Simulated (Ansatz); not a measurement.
Molecular dynamics of In16B

Input file:

```yaml
accuracy: low
crystal:
  lattice:
    - [6.43, 0.0, 0.0]
    - [0.0, 6.43, 0.0]
    - [0.0, 0.0, 9.864]
  atoms:
    - { symbol: In, position: [-0.00366421, 0.02608681, 0.00312924] }
    - { symbol: In, position: [0.54125795, 0.01684344, 0.002786] }
    - { symbol: In, position: [-0.07186176, 0.5367182, 0.01383083] }
    - { symbol: In, position: [-0.06168931, 0.02374488, 0.50461093] }
    - { symbol: In, position: [0.25973504, 0.2645596, 0.15506035] }
    - { symbol: In, position: [0.51086935, 0.52226868, -0.01834775] }
    - { symbol: In, position: [0.49525264, 0.04245562, 0.49143012] }
    - { symbol: In, position: [0.7210152, 0.15553767, 0.24484011] }
    - { symbol: In, position: [0.06853865, 0.51093713, 0.48451823] }
    - { symbol: In, position: [0.27401222, 0.78417605, 0.23841754] }
    - { symbol: In, position: [0.25322068, 0.21596135, 0.7661461] }
    - { symbol: In, position: [0.51856724, 0.49470624, 0.56600607] }
    - { symbol: In, position: [0.74240644, 0.70703439, 0.28757697] }
    - { symbol: In, position: [0.80592817, 0.18788213, 0.7805655] }
    - { symbol: In, position: [0.21541917, 0.74686068, 0.74772444] }
    - { symbol: In, position: [0.73548716, 0.76781742, 0.73697833] }
    - { symbol: B, position: [0.22945773, 0.72942609, 0.00476302] }
basis:
  ecutwfc: 420.0
kpoints:
  mp_grid: { grid: [2, 2, 1] }
hamiltonian:
  xc: pbesol
scf:
  occupations: { method: fermi_dirac, width: 0.15 }
  lower_state_search: "off"
md:
  timestep: 1.5
  n_steps: 300
  ensemble: nvt_langevin
  temperature: 1680.0
  initial_velocities: maxwell_boltzmann
  seed: 834699
  friction: 0.005
```

Launched with:

```bash
$ ansatz run input.yaml --threads 2 --pin off --max-ram 5120MiB --backend cpu --events-out ev --progress --plain --runs-dir out
```

It goes on from the last frame of an earlier run, with new velocities.

Output, in part (step lines):

```
md step     0: t =     0.00 fs  T =  1581.2 K  F+E_penalty+E_count = -88554.66284652 eV  E_kin = 3.474509 eV  (9 SCF iters)
md step     1: t =     1.50 fs  T =  1532.7 K  F+E_penalty+E_count = -88554.63265340 eV  E_kin = 3.367912 eV  (6 SCF iters)
md step     2: t =     3.00 fs  T =  1501.6 K  F+E_penalty+E_count = -88554.60126076 eV  E_kin = 3.299547 eV  (6 SCF iters)
md step     3: t =     4.50 fs  T =  1448.3 K  F+E_penalty+E_count = -88554.57057416 eV  E_kin = 3.182561 eV  (6 SCF iters)
md step     4: t =     6.00 fs  T =  1359.5 K  F+E_penalty+E_count = -88554.54535159 eV  E_kin = 2.987329 eV  (6 SCF iters)
md step     5: t =     7.50 fs  T =  1355.4 K  F+E_penalty+E_count = -88554.52625498 eV  E_kin = 2.978312 eV  (4 SCF iters)
md step     6: t =     9.00 fs  T =  1295.8 K  F+E_penalty+E_count = -88554.50933178 eV  E_kin = 2.847422 eV  (5 SCF iters)
md step     7: t =    10.50 fs  T =  1332.5 K  F+E_penalty+E_count = -88554.49444494 eV  E_kin = 2.928131 eV  (4 SCF iters)
[... lines left out ...]
md step   299: t =   448.50 fs  T =  1603.9 K  F+E_penalty+E_count = -88553.57834511 eV  E_kin = 3.524530 eV  (5 SCF iters)
md step   300: t =   450.00 fs  T =  1547.9 K  F+E_penalty+E_count = -88553.55209306 eV  E_kin = 3.401389 eV  (6 SCF iters)
```

The steps, from the saved trajectory:

```json
{"time (fs)": "0.0", "T (K)": "1581", "potential energy less start (eV)": "0.000"}
{"time (fs)": "15.0", "T (K)": "1374", "potential energy less start (eV)": "0.199"}
{"time (fs)": "30.0", "T (K)": "1504", "potential energy less start (eV)": "0.267"}
{"time (fs)": "45.0", "T (K)": "1336", "potential energy less start (eV)": "0.406"}
{"time (fs)": "60.0", "T (K)": "1251", "potential energy less start (eV)": "0.514"}
{"time (fs)": "75.0", "T (K)": "1455", "potential energy less start (eV)": "0.337"}
{"time (fs)": "90.0", "T (K)": "1572", "potential energy less start (eV)": "0.537"}
{"time (fs)": "105.0", "T (K)": "1619", "potential energy less start (eV)": "0.424"}
{"time (fs)": "120.0", "T (K)": "1473", "potential energy less start (eV)": "0.370"}
{"time (fs)": "135.0", "T (K)": "1236", "potential energy less start (eV)": "0.858"}
{"time (fs)": "150.0", "T (K)": "1243", "potential energy less start (eV)": "0.975"}
{"time (fs)": "165.0", "T (K)": "1730", "potential energy less start (eV)": "0.808"}
{"time (fs)": "180.0", "T (K)": "1718", "potential energy less start (eV)": "0.723"}
{"time (fs)": "195.0", "T (K)": "1612", "potential energy less start (eV)": "0.632"}
{"time (fs)": "210.0", "T (K)": "1424", "potential energy less start (eV)": "0.890"}
{"time (fs)": "225.0", "T (K)": "1694", "potential energy less start (eV)": "0.715"}
{"time (fs)": "240.0", "T (K)": "1596", "potential energy less start (eV)": "0.627"}
{"time (fs)": "255.0", "T (K)": "1609", "potential energy less start (eV)": "1.120"}
{"time (fs)": "270.0", "T (K)": "1863", "potential energy less start (eV)": "1.140"}
{"time (fs)": "285.0", "T (K)": "1811", "potential energy less start (eV)": "1.750"}
{"time (fs)": "300.0", "T (K)": "1913", "potential energy less start (eV)": "2.210"}
{"time (fs)": "315.0", "T (K)": "1938", "potential energy less start (eV)": "2.243"}
{"time (fs)": "330.0", "T (K)": "1757", "potential energy less start (eV)": "2.306"}
{"time (fs)": "345.0", "T (K)": "1939", "potential energy less start (eV)": "1.782"}
{"time (fs)": "360.0", "T (K)": "2210", "potential energy less start (eV)": "1.031"}
{"time (fs)": "375.0", "T (K)": "1834", "potential energy less start (eV)": "1.019"}
{"time (fs)": "390.0", "T (K)": "1730", "potential energy less start (eV)": "1.288"}
{"time (fs)": "405.0", "T (K)": "2076", "potential energy less start (eV)": "1.155"}
{"time (fs)": "420.0", "T (K)": "2031", "potential energy less start (eV)": "0.872"}
{"time (fs)": "435.0", "T (K)": "1537", "potential energy less start (eV)": "0.997"}
{"time (fs)": "450.0", "T (K)": "1548", "potential energy less start (eV)": "1.111"}
```

All steps were run. A run of 0.45 ps of so small a system gives no equilibrium averages. Limits of this set-up: coarse k mesh, odd electron count without spin, low accuracy level.

Mean squared displacements from the first frame to the last, about the centre of mass: In 1.52 Å², B 2.11 Å².

Last frame:

```xyz
17
Lattice="6.4300 0.0000 0.0000 0.0000 6.4300 0.0000 0.0000 0.0000 9.8640" Properties=species:S:1:pos:R:3
In 0.913 0.256 0.489
In 4.154 0.957 -0.419
In 1.234 3.328 0.172
In 0.224 -0.248 5.216
In 0.901 1.715 3.336
In 4.595 3.567 0.594
In 3.082 -0.402 5.122
In 4.840 0.205 2.710
In 1.008 3.714 5.671
In 2.309 5.538 2.466
In 1.995 1.449 7.283
In 3.363 2.640 4.545
In 5.632 3.695 3.128
In 5.494 2.163 7.277
In -0.410 5.134 7.852
In 3.058 5.165 7.622
B 3.059 5.243 0.113
```

Run time: 23 min on 2 threads of Arm Neoverse V2, with other jobs on the host, peak memory 1.1 GiB.
